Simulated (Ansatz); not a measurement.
**CH₇BOSi₂: a ladder of functionals and wavefunction methods**

Aim: compute CH₇BOSi₂ with functionals from several rungs and with coupled cluster, and see how far each lands from CCSD(T) at the basis-set limit for the atomisation energy.

Program: Ansatz 0.2.0, Gaussian basis. Level of theory: functionals in def2-TZVPP, the program's frozen cores in correlated methods. These are calculated values, not measurements.

Plan: PBE-D4, r2SCAN-D4, PBE0-D4, B3LYP-D4, ωB97X-V, ωB97M-V, B2PLYP; CCSD(T)/def2-TZVPP; MP2/def2-QZVPP; extrapolation to the limit.

**1. The relaxed structure**

An earlier PBE0-D4 in a triple-zeta def2 set relaxation fixed the geometry.

SMILES `[SiH3]B1C[SiH2]O1`, 12 atoms, charge 0, spin multiplicity 1.

Atoms are counted from 1 here; the program's logs count them from 0.

Bond lengths: Si1–B2 2.026 Å, Si1–H6 1.491 Å, Si1–H7 1.488 Å, Si1–H8 1.491 Å, B2–C3 1.609 Å, B2–O5 1.374 Å, C3–Si4 1.856 Å, C3–H9 1.091 Å, C3–H10 1.091 Å, Si4–O5 1.703 Å, Si4–H11 1.485 Å, Si4–H12 1.485 Å. Angles: B2–Si1–H6 109.5°, B2–Si1–H7 113.8°, B2–Si1–H8 109.4°, H6–Si1–H7 108.5°, H6–Si1–H8 107.0°, H7–Si1–H8 108.5°, Si1–B2–C3 130.2°, Si1–B2–O5 124.2°, C3–B2–O5 105.6°, B2–C3–Si4 79.2°, B2–C3–H9 115.1°, B2–C3–H10 115.1°, Si4–C3–H9 118.2°, Si4–C3–H10 118.2°, H9–C3–H10 108.7°, C3–Si4–O5 83.8°, C3–Si4–H11 119.1°, C3–Si4–H12 119.1° and more.

**2. PBE-D4 (GGA)**

Contents of in.yaml:

```yaml
crystal:
  periodic: [false, false, false]
  atoms:
    - {symbol: Si, position_ang: [-1.567086, 1.416227, -0.702188]}
    - {symbol: B, position_ang: [-0.130838, 0.058583, -0.258153]}
    - {symbol: C, position_ang: [0.602555, -0.257869, 1.138191]}
    - {symbol: Si, position_ang: [1.428416, -1.489906, 0.022758]}
    - {symbol: O, position_ang: [0.417654, -0.812425, -1.168994]}
    - {symbol: H, position_ang: [-1.084600, 2.783237, -0.352343]}
    - {symbol: H, position_ang: [-1.975373, 1.411100, -2.132812]}
    - {symbol: H, position_ang: [-2.772900, 1.151629, 0.134687]}
    - {symbol: H, position_ang: [1.204311, 0.558996, 1.539658]}
    - {symbol: H, position_ang: [-0.048520, -0.633569, 1.929084]}
    - {symbol: H, position_ang: [1.142796, -2.935263, 0.207105]}
    - {symbol: H, position_ang: [2.860786, -1.306042, -0.323096]}
basis:
  gaussian: {orbitals: def2-TZVPP}
hamiltonian: {xc: pbe, dispersion: d4}
output: {forces: true, orbitals: {seedname: orbitals}}
```

The run is started by

```bash
$ ansatz run in.yaml --threads 4 --pin off --events-out ev --progress --plain --max-ram 10444MiB
```

The runs that follow: r2SCAN-D4 (meta-GGA); PBE0-D4 (hybrid); B3LYP-D4 (hybrid); ωB97X-V (range-separated); ωB97M-V (range-separated); B2PLYP (double hybrid); CCSD(T) in def2-TZVPP; MP2 in def2-QZVPP.

**Question.** What will the summary of the whole plan be? Wanted: atomisation energy, CCSD(T)/CBS; farthest; mean size of error, hybrid; mean size of error, range-separated; gap, smallest and largest; T1 diagnostic; triples share of the correlation energy.

**Answer**, as computed:

| quantity | value |
| --- | --- |
| atomisation energy, CCSD(T)/CBS | 45.121 eV |
| functionals within 0.226 eV (0.5 %) | PBE0-D4, B3LYP-D4, ωB97M-V |
| farthest | B2PLYP (-0.485 eV) |
| mean size of error, hybrid | 0.055 eV |
| mean size of error, range-separated | 0.262 eV |
| gap, smallest and largest | 4.28 eV (PBE-D4), 10.93 eV (ωB97X-V) |
| T1 diagnostic | 0.0141 |
| triples share of the correlation energy | 3.8 % |

What this shows: PBE-D4 misses by +0.359 eV. Double hybrids carry the basis error of their MP2 part in triple zeta, and no dispersion term here, so their miss is partly the set-up's. The reference freezes the cores and leaves out relativity and excitations past (T), so misses under about 0.226 eV can't be ranked. Hartree-Fock recovers 76 % of the binding; the rest is correlation. The gap grows from 4.3 to 10.9 eV across the functionals, mostly with the share of exact exchange.
